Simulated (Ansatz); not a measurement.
This script makes a scan of the bond length of GeH (charge +1) with the Python package of Ansatz (0.2.0).

`scan_geh.py`:
```python
# -*- coding: utf-8 -*-
'''Potential curve of GeH(+) along one bond.'''

import ansatz
from ase.data import atomic_masses, atomic_numbers
import numpy as np

GEOMETRY = '''
Ge    0.00000    0.00000    0.00000
H     0.00000    0.00000    1.58000
'''


def main():
    mol = ansatz.Crystal.molecule()
    for line in GEOMETRY.strip().splitlines():
        symbol, *xyz = line.split()
        mol = mol.atom(symbol, [float(v) for v in xyz])

    symbols = [site.symbol for site in mol.cartesian_sites]
    start = np.array([site.position_ang for site in mol.cartesian_sites])
    axis = (start[1] - start[0]) / np.linalg.norm(start[1] - start[0])
    moving = [1]
    lengths, energies = [1.39, 1.454, 1.517, 1.58, 1.643, 1.706, 1.77, 1.864], []
    for length in lengths:
        xyz = start.copy()
        xyz[moving] += (length - np.linalg.norm(start[1] - start[0])) * axis
        point = ansatz.Crystal.molecule()
        for symbol, place in zip(symbols, xyz):
            point = point.atom(symbol, place.tolist())
        calculation = point.calculation().basis(gaussian='def2-SVP').correlation('ccsd_t').charge(1)
        r = calculation.run(threads=1).report
        energies.append(r['free_energy_ev'])
        print(f'r = {length:6.3f} A  E = {energies[-1]:.5f} eV  <S^2> = {abs(r["mean_field"]["state"]["spin_squared"]):.3f}')

    # quartic fit about the minimum
    fit = np.polynomial.Polynomial.fit(lengths, np.array(energies) - min(energies), 4).convert()
    roots = [r.real for r in fit.deriv().roots() if abs(r.imag) < 1e-9 and fit.deriv(2)(r.real) > 0]
    r_e = min(roots, key=lambda r: abs(r - lengths[int(np.argmin(energies))]))
    print(f'minimum of the fit at {r_e:.4f} A, force constant {fit.deriv(2)(r_e):.2f} eV/A^2')
    m1, m2 = (atomic_masses[atomic_numbers[s]] for s in symbols)
    mu = m1 * m2 / (m1 + m2)
    print(f'harmonic wavenumber {521.4709 * np.sqrt(fit.deriv(2)(r_e) / mu):.0f} 1/cm, rotational constant {16.857629 / (mu * r_e ** 2):.4f} 1/cm')


if __name__ == '__main__':
    main()
```

From its runs, with one value withheld:

| r (Å) | E less the lowest row shown (eV) |
| --- | --- |
| 1.390 | 0.3556 |
| 1.454 | ? |
| 1.517 | 0.0296 |
| 1.580 | 0.0000 |
| 1.643 | 0.0307 |
| 1.706 | 0.1067 |
| 1.770 | 0.2180 |

What is the missing energy at 1.454 Å?

A cubic in 1/r through the 6 rows shown, E = 12.5634 -29.5954/r -0.3522/r² +24.8853/r³ (eV, Å), gives 0.1379 eV at 1.454 Å. The run gave 0.1387 eV, a miss of 0.8 meV.

The basis set is modest, and single-reference methods fail as a bond breaks. The orbitals are restricted, so S² is zero by construction. S² is that of the Hartree-Fock reference. Timing: 5.2 s on 1 thread of AMD EPYC 7R43 64-Core Processor (Zen 3), on a shared host, peak memory 0.16 GiB.
